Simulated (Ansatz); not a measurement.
**C3H5F3O: taking an electron away**

The task here is to estimate one member of a computed series from the others.

The runs use Ansatz 0.2.0, Gaussian basis; unrestricted cation, the program's frozen cores in correlated methods.

The runs, in order: UKS PBE-D4/def2-TZVPP; UKS r2SCAN-D4/def2-TZVPP; UKS PBE0-D4/def2-TZVPP; UKS B3LYP-D4/def2-TZVPP; UKS wB97X-V/def2-TZVPP; UKS wB97M-V/def2-TZVPP; UKS B2PLYP/def2-TZVPP; UHF-CCSD(T)/def2-TZVPP; UHF-MP2/def2-QZVPP; extrapolation to the limit; then −ε(HOMO) from the neutral's earlier runs with LDA (SPW92), PBE-D4, revPBE-D4, BLYP-D4, r2SCAN-D4, B97M-V, PBE0-D4, B3LYP-D4, r2SCANh-D4, r2SCAN0-D4, HSE06-D4, BHLYP-D4, CAM-B3LYP-D4, LC-ωPBE, ωB97X-V, ωB97M-V.

## The relaxed structure

All runs share one geometry, relaxed beforehand with PBE0-D4 in a triple-zeta def2 set.

12 atoms, charge 0, spin multiplicity 1.

Atoms are counted from 1 here; the program's logs count them from 0.

Bond lengths: F1–C2 1.381 Å, C2–O3 1.372 Å, C2–H8 1.091 Å, C2–H9 1.094 Å, O3–C4 1.407 Å, C4–C5 1.510 Å, C4–H10 1.095 Å, C4–H11 1.093 Å, C5–F6 1.360 Å, C5–F7 1.352 Å, C5–H12 1.096 Å. Angles: F1–C2–O3 110.4°, F1–C2–H8 108.0°, F1–C2–H9 106.7°, O3–C2–H8 107.0°, O3–C2–H9 112.7°, H8–C2–H9 111.9°, C2–O3–C4 115.3°, O3–C4–C5 112.0°, O3–C4–H10 111.8°, O3–C4–H11 107.8°, C5–C4–H10 109.0°, C5–C4–H11 108.0°, H10–C4–H11 108.0°, C4–C5–F6 110.6°, C4–C5–F7 110.8°, C4–C5–H12 111.6°, F6–C5–F7 107.2°, F6–C5–H12 108.0° and more.

Geometry (Å):

```
F    -0.1467   -2.3957    0.9286
C     0.2233   -1.1154    1.2922
O     0.9086   -0.5068    0.2714
C     0.1231   -0.1017   -0.8231
C    -0.2381    1.3628   -0.7505
F    -0.9578    1.6241    0.3735
F     0.8737    2.1303   -0.7009
H     0.9085   -1.1900    2.1373
H    -0.6965   -0.5857    1.5580
H    -0.7950   -0.6922   -0.9051
H     0.7086   -0.2605   -1.7318
H    -0.8350    1.6754   -1.6155
```

The first run:

Contents of in.yaml:

```yaml
crystal:
  periodic: [false, false, false]
  atoms:
    - {symbol: F, position_ang: [-0.146651, -2.395672, 0.928634]}
    - {symbol: C, position_ang: [0.223324, -1.115405, 1.292156]}
    - {symbol: O, position_ang: [0.908636, -0.506769, 0.271409]}
    - {symbol: C, position_ang: [0.123087, -0.101667, -0.823075]}
    - {symbol: C, position_ang: [-0.238055, 1.362787, -0.750464]}
    - {symbol: F, position_ang: [-0.957757, 1.624108, 0.373521]}
    - {symbol: F, position_ang: [0.873740, 2.130270, -0.700912]}
    - {symbol: H, position_ang: [0.908526, -1.189973, 2.137261]}
    - {symbol: H, position_ang: [-0.696508, -0.585671, 1.557954]}
    - {symbol: H, position_ang: [-0.795032, -0.692179, -0.905128]}
    - {symbol: H, position_ang: [0.708559, -0.260453, -1.731802]}
    - {symbol: H, position_ang: [-0.834970, 1.675425, -1.615453]}
basis:
  gaussian: {orbitals: def2-TZVPP}
total_charge: 1
magnetization: {spin_polarized: true, initial_magnetization: 1}
hamiltonian: {xc: pbe, dispersion: d4}
```

Command:

```bash
> ansatz run in.yaml --threads 2 --pin off --events-out ev --progress --plain --max-ram 32768MiB --backend cuda --devices 0, --max-vram 18GiB
```

Among the steps run: Cation, UKS PBE-D4/def2-TZVPP; Cation, UKS r2SCAN-D4/def2-TZVPP; Cation, UKS PBE0-D4/def2-TZVPP; Cation, UKS B3LYP-D4/def2-TZVPP; Cation, UKS wB97X-V/def2-TZVPP; Cation, UKS wB97M-V/def2-TZVPP; Cation, UKS B2PLYP (frozen core)/def2-TZVPP; Cation, UHF-CCSD(T)/def2-TZVPP; Cation, UHF-MP2/def2-QZVPP.

One of the session's tables, all rows but one given; the rest of the session is left out.

For comparison, −ε(HOMO) of the neutral from earlier runs:

| functional | −ε(HOMO) (eV) |
| --- | --- |
| LDA (SPW92) | 7.19 |
| PBE-D4 | 7.01 |
| revPBE-D4 | 6.94 |
| BLYP-D4 | 6.96 |
| r2SCAN-D4 | 7.36 |
| B97M-V | 7.53 |
| PBE0-D4 | 8.66 |
| B3LYP-D4 | 8.45 |
| r2SCANh-D4 | ? |
| r2SCAN0-D4 | 8.91 |
| HSE06-D4 | 8.25 |
| BHLYP-D4 | 10.31 |
| CAM-B3LYP-D4 | 10.18 |
| LC-ωPBE | 11.46 |
| ωB97X-V | 11.15 |
| ωB97M-V | 11.08 |

Q: Estimate the row for r2SCANh-D4 from the others.

Worked estimate for «−ε(HOMO) (eV)». Against the share of exact exchange, r2SCAN-D4 (0, 7.36), r2SCAN0-D4 (0.25, 8.91) give a slope of 6.20 per unit share; at 0.1 the line stands at 7.98.

The run gave: −ε(HOMO) (eV): 7.98. In «−ε(HOMO) (eV)» the line misses by 0.00.
